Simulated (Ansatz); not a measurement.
# C₂H₃OSi radical: small, medium and large basis sets

An exercise on one series of results from a longer session: the logs are not shown, and one member is left open.

Method: one geometry, several basis sets; program: Ansatz 0.2.0, Gaussian basis.

Plan: PBE0-D4/def2-SVP; ωB97M-V/def2-SVP; PBE0-D4/def2-QZVPP; ωB97M-V/def2-QZVPP; the functionals' def2-TZVPP values are taken from earlier runs.

## Structure used throughout

An earlier PBE0-D4 in a triple-zeta def2 set relaxation fixed the geometry.

7 atoms, charge 0, spin multiplicity 2.

Atoms are counted from 1 here; the program's logs count them from 0.

Bond lengths: C1–C2 1.213 Å, C2–Si3 1.833 Å, Si3–O4 1.638 Å, Si3–H5 1.484 Å, Si3–H6 1.476 Å, O4–H7 0.958 Å. Angles: C1–C2–Si3 178.6°, C2–Si3–O4 111.2°, C2–Si3–H5 106.5°, C2–Si3–H6 109.2°, O4–Si3–H5 112.2°, O4–Si3–H6 106.3°, H5–Si3–H6 111.4°, Si3–O4–H7 118.3°.

The first run:

in.yaml reads:

```yaml
crystal:
  periodic: [false, false, false]
  atoms:
    - {symbol: C, position_ang: [0.791897, -2.383793, 0.809894]}
    - {symbol: C, position_ang: [0.496117, -1.231844, 0.570289]}
    - {symbol: Si, position_ang: [0.076206, 0.507717, 0.171196]}
    - {symbol: O, position_ang: [-1.162797, 0.586902, -0.897746]}
    - {symbol: H, position_ang: [1.315175, 1.128887, -0.357967]}
    - {symbol: H, position_ang: [-0.387857, 1.188474, 1.396221]}
    - {symbol: H, position_ang: [-1.067440, 0.135757, -1.737687]}
basis:
  gaussian: {orbitals: def2-SVP}
magnetization: {spin_polarized: true, initial_magnetization: 1}
hamiltonian: {xc: pbe0, dispersion: d4}
output: {orbitals: {seedname: orbitals}}
```

Among the steps run: PBE0-D4 in def2-SVP; ωB97M-V in def2-SVP; PBE0-D4 in def2-QZVPP; ωB97M-V in def2-QZVPP.

One table of the session follows, with a row left open; its other results are not shown here.

It belongs to the step «Density functionals: the series». 

| functional | basis | HOMO (eV) | LUMO (eV) |
| --- | --- | --- | --- |
| PBE0-D4 | def2-SVP | -8.29 | -4.65 |
| PBE0-D4 | def2-TZVPP | -8.37 | -4.82 |
| PBE0-D4 | def2-QZVPP | -8.39 | -4.84 |
| ωB97M-V | def2-SVP | -10.48 | -2.73 |
| ωB97M-V | def2-TZVPP | ? | ? |
| ωB97M-V | def2-QZVPP | -10.62 | -3.05 |

**Question.** Estimate the row for ωB97M-V, def2-TZVPP.

As computed: HOMO (eV): -10.60; LUMO (eV): -3.01. In the column «HOMO (eV)» it lies between ωB97M-V, def2-QZVPP (-10.62) and ωB97M-V, def2-SVP (-10.48).
